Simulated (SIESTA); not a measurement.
A run of SIESTA 5.4.2 is set up as follows.

Contents of Si2Ni6B.fdf:

```
SystemName                      Si2Ni6B
SystemLabel                     Si2Ni6B
NumberOfSpecies                 3
NumberOfAtoms                   9
%block ChemicalSpeciesLabel
  1  28 Ni
  2  14 Si
  3   5 B
%endblock ChemicalSpeciesLabel

LatticeConstant                 1.0 Ang
%block LatticeVectors
     6.1050000000     0.0000000000     0.0000000000
    -3.0525000000     5.2870850901     0.0000000000
     0.0000000000     0.0000000000     2.8950000000
%endblock LatticeVectors
AtomicCoordinatesFormat         Fractional
%block AtomicCoordinatesAndAtomicSpecies
     0.0000000000     0.2470000000     0.0000000000  1  Ni
     0.7530000000     0.7530000000     0.0000000000  1  Ni
     0.2470000000     0.0000000000     0.0000000000  1  Ni
     0.0000000000     0.6080000000     0.5000000000  1  Ni
     0.3920000000     0.3920000000     0.5000000000  1  Ni
     0.6080000000     0.0000000000     0.5000000000  1  Ni
     0.6666666667     0.3333333333     0.0000000000  2  Si
     0.3333333333     0.6666666667     0.0000000000  2  Si
     0.0000000000     0.0000000000     0.5000000000  3  B
%endblock AtomicCoordinatesAndAtomicSpecies

%block kgrid.MonkhorstPack
    5   0   0  0.0
    0   5   0  0.0
    0   0   9  0.0
%endblock kgrid.MonkhorstPack
XC.Functional                   GGA
XC.Authors                      PBEsol
PAO.BasisSize                   DZP
PAO.EnergyShift                 0.003 Ry
Mesh.Cutoff                     800 Ry
Spin                            polarized
%block DM.InitSpin
    1   1.000
    2   1.000
    3   1.000
    4   1.000
    5   1.000
    6   1.000
    7   0.000
    8   0.000
    9   0.000
%endblock DM.InitSpin
OccupationFunction              FD
ElectronicTemperature           0.05 eV
MaxSCFIterations                200
SCF.MustConverge                false
SCF.Mixer.Method                Pulay
SCF.Mixer.Weight                0.1
SCF.Mixer.History               10
SCF.DM.Tolerance                5.0e-05
SCF.H.Tolerance                 1.0e-03 eV
WriteForces                     true
Charge.Mulliken                 end
%block PAO.Basis
  Ni 5
  n=3 0 2
    2.437 0.000
  n=4 0 2
    7.067 0.000
  n=3 1 2
    2.721 0.000
  n=4 1 1
    7.067
  n=3 2 2
    4.466 0.000
%endblock PAO.Basis
```

Potentials or basis: PseudoDojo 0.4 standard (PBEsol files), DZP (energy shift 0.003 Ry; two zetas on semicore shells).

Run with:

```sh
$ siesta Si2Ni6B.fdf > Si2Ni6B.out 2>&1
```

Q: What does it give for the net moment?

A: 0.00 μB per cell.

Q: Estimate the band gap on the k mesh.

A: None (metal or under the smearing width).

Q: Predict the largest force.

A: 0.311 eV/Å.

Q: Estimate the pressure.

A: -9.2 GPa.

Stress tensor (GPa, compression positive):
```
 -8.46   0.00   0.00
  0.00  -8.46   0.00
  0.00   0.00 -10.67
```

Caveat: short orbitals over semicore shells can move pressures by several GPa; the basis of atomic orbitals isn't converged, which shifts pressures, moduli and gaps.
